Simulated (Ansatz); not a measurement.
**H7SSbSi2: one species, many methods**

One table from this session's results is given with a row withheld; the runs are named, their logs left out.

Computed with Ansatz 0.2.0, Gaussian basis. Level: functionals in def2-TZVPP, the program's frozen cores in correlated methods.

Levels to be run: LDA (SPW92), PBE-D4, revPBE-D4, BLYP-D4, r2SCAN-D4, B97M-V, PBE0-D4, B3LYP-D4, r2SCANh-D4, r2SCAN0-D4, HSE06-D4, BHLYP-D4, CAM-B3LYP-D4, LC-ωPBE, ωB97X-V, ωB97M-V, B2PLYP, PBE-QIDH; CCSD(T)/def2-SVP; CCSD(T)/def2-TZVPP; MP2/def2-QZVPP; extrapolation to the limit; RPA on PBE.

**The geometry**

The geometry comes from an earlier relaxation with PBE0-D4 in a triple-zeta def2 set; it is a stationary point, not always the lowest conformer. Sb takes the def2 core potential; no spin-orbit term is included.

11 atoms, charge 0, spin multiplicity 1.

Atoms are counted from 1 here; the program's logs count them from 0.

Bond lengths: Si1–S2 2.130 Å, Si1–H5 1.487 Å, Si1–H6 1.485 Å, Si1–H7 1.486 Å, S2–Sb3 2.442 Å, Sb3–Si4 2.576 Å, Sb3–H8 1.711 Å, Si4–H9 1.484 Å, Si4–H10 1.485 Å, Si4–H11 1.488 Å. Angles: S2–Si1–H5 111.4°, S2–Si1–H6 106.4°, S2–Si1–H7 111.4°, H5–Si1–H6 109.6°, H5–Si1–H7 108.2°, H6–Si1–H7 109.8°, Si1–S2–Sb3 97.0°, S2–Sb3–Si4 91.4°, S2–Sb3–H8 94.0°, Si4–Sb3–H8 91.3°, Sb3–Si4–H9 110.7°, Sb3–Si4–H10 107.9°, Sb3–Si4–H11 109.5°, H9–Si4–H10 109.8°, H9–Si4–H11 109.8°, H10–Si4–H11 109.2°.

Set-up of the first run:

Input file in.yaml:

```yaml
crystal:
  periodic: [false, false, false]
  atoms:
    - {symbol: Si, position_ang: [0.343796, 2.567299, 0.537284]}
    - {symbol: S, position_ang: [-0.460431, 0.688216, 1.137420]}
    - {symbol: Sb, position_ang: [1.151871, -0.715398, -0.043275]}
    - {symbol: Si, position_ang: [-0.722526, -2.262524, -0.898066]}
    - {symbol: H, position_ang: [0.349548, 2.706814, -0.942960]}
    - {symbol: H, position_ang: [-0.532970, 3.607429, 1.131803]}
    - {symbol: H, position_ang: [1.736420, 2.742744, 1.026376]}
    - {symbol: H, position_ang: [1.432695, -1.733601, 1.303417]}
    - {symbol: H, position_ang: [-1.677129, -2.581268, 0.192948]}
    - {symbol: H, position_ang: [-1.430122, -1.557730, -1.997167]}
    - {symbol: H, position_ang: [-0.125853, -3.518981, -1.427280]}
basis:
  gaussian: {orbitals: def2-TZVPP}
hamiltonian: {xc: lda}
output: {orbitals: {seedname: orbitals}}
```

Steps of the session up to this table: LDA; PBE-D4 (GGA); revPBE-D4 (GGA); BLYP-D4 (GGA); r2SCAN-D4 (meta-GGA); B97M-V (meta-GGA); PBE0-D4 (hybrid); B3LYP-D4 (hybrid); r2SCANh-D4 (hybrid); r2SCAN0-D4 (hybrid); HSE06-D4 (hybrid); BHLYP-D4 (hybrid); CAM-B3LYP-D4 (range-separated); LC-ωPBE (range-separated); ωB97X-V (range-separated); ωB97M-V (range-separated); B2PLYP (double hybrid); PBE-QIDH (double hybrid).

One table of the session follows, with a row left open; its other results are not shown here.

It belongs to the step «Orbital energies across the functionals». 

| functional | HOMO (eV) | LUMO (eV) | gap (eV) |
| --- | --- | --- | --- |
| LDA (SPW92) | -6.09 | -2.52 | 3.57 |
| PBE-D4 | -6.00 | -2.31 | 3.69 |
| revPBE-D4 | ? | ? | ? |
| BLYP-D4 | -5.83 | -2.17 | 3.65 |
| r2SCAN-D4 | -6.25 | -2.15 | 4.11 |
| B97M-V | -6.39 | -2.18 | 4.21 |
| PBE0-D4 | -7.07 | -1.54 | 5.53 |
| B3LYP-D4 | -6.85 | -1.73 | 5.12 |
| r2SCANh-D4 | -6.65 | -1.87 | 4.78 |
| r2SCAN0-D4 | -7.23 | -1.46 | 5.77 |
| HSE06-D4 | -6.69 | -1.91 | 4.78 |
| BHLYP-D4 | -7.96 | -0.69 | 7.27 |
| CAM-B3LYP-D4 | -8.26 | -0.55 | 7.71 |
| LC-ωPBE | -9.52 | 0.50 | 10.02 |
| ωB97X-V | -9.22 | 0.40 | 9.62 |
| ωB97M-V | -9.07 | 0.21 | 9.27 |

Estimate the missing values for revPBE-D4.

**Answer.** HOMO (eV): -5.96; LUMO (eV): -2.22; gap (eV): 3.74. In the column «HOMO (eV)» it lies between PBE-D4 (-6.00) and BLYP-D4 (-5.83).
